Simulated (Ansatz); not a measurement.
# SiGeF (quartet): from Hartree-Fock to the top rungs at a displaced geometry (v2), cc-pVDZ

The task here is to estimate one member of a computed series from the others.

Computed with Ansatz 0.2.0, Gaussian basis. Level: cc-pVDZ, core rule «outside noble gas», up to 20 orbitals frozen.

Plan: UHF; CCSD(T) on ROHF; CCSD(T) on UHF; BCCD(T) on ROHF; CISD; CCSDT(Q) on ROHF; CCSDT(Q) on UHF.

31 further runs of the same task are left out: 12 for a known fault of the program, 8 that didn't finish, 11 set aside as unsound or not needed.

## The system

The geometry is a PBE0/def2-TZVP stationary point (not a proven minimum) with its atoms shifted at random (size 0.100 Å). No spin-orbit coupling is included. The filled d shell of Ge may be among the frozen orbitals whatever the setting's name suggests; the logs give the count.

3 atoms, charge 0, spin multiplicity 4.

Atoms are counted from 1 here; the program's logs count them from 0.

Bond lengths: F1–Si2 1.617 Å, Si2–Ge3 2.419 Å. Angles: F1–Si2–Ge3 110.5°.

As a file:

```
F     0.0922   -0.6310    2.2349
Si   -0.0727    0.6359    1.2437
Ge    0.0040   -0.0808   -1.0654
```

Set-up of the first run:

in.yaml reads:

```yaml
crystal:
  periodic: [false, false, false]
  atoms:
    - {symbol: F, position_ang: [0.092223, -0.631011, 2.234869]}
    - {symbol: Si, position_ang: [-0.072651, 0.635887, 1.243715]}
    - {symbol: Ge, position_ang: [0.003969, -0.080824, -1.065381]}
basis:
  gaussian: {orbitals: cc-pVDZ}
magnetization: {spin_polarized: true, initial_magnetization: 3}
hamiltonian: {xc: hf}
output: {orbitals: {seedname: orbitals}}
```

The run is started by

```sh
ansatz run in.yaml --threads 1 --pin off --events-out ev --progress --plain --max-ram 2393MiB
```

Steps of the session up to this table: UHF; CCSD(T) on ROHF; CCSD(T) on UHF; BCCD(T) on ROHF; CISD; CCSDT(Q) on ROHF; CCSDT(Q) on UHF.

One table of the session follows, with a row left open; its other results are not shown here.

```
   method  from UCCSDT(Q) (meV)
     ROHF                     ?
      UHF               +9552.9
     RMP2               +1025.8
     UMP2               +1071.0
     CISD               +1268.5
    RCCSD                +352.3
    UCCSD                +338.9
 RCCSD(T)                 +77.9
 UCCSD(T)                 +69.4
  BCCD(T)                 +72.4
   RCCSDT                 +37.1
   UCCSDT                 +27.4
RCCSDT(Q)                 +13.1
UCCSDT(Q)                     0
```

Estimate the missing values for ROHF.

The run gave: from UCCSDT(Q) (meV): +9691.2. In the column «from UCCSDT(Q) (meV)» it is the highest.

Caveats from the session: Restricted and unrestricted rows rest on different reference determinants; where their highest levels disagree by more than a few hundredths of an eV, they describe different states and don't form one ladder.
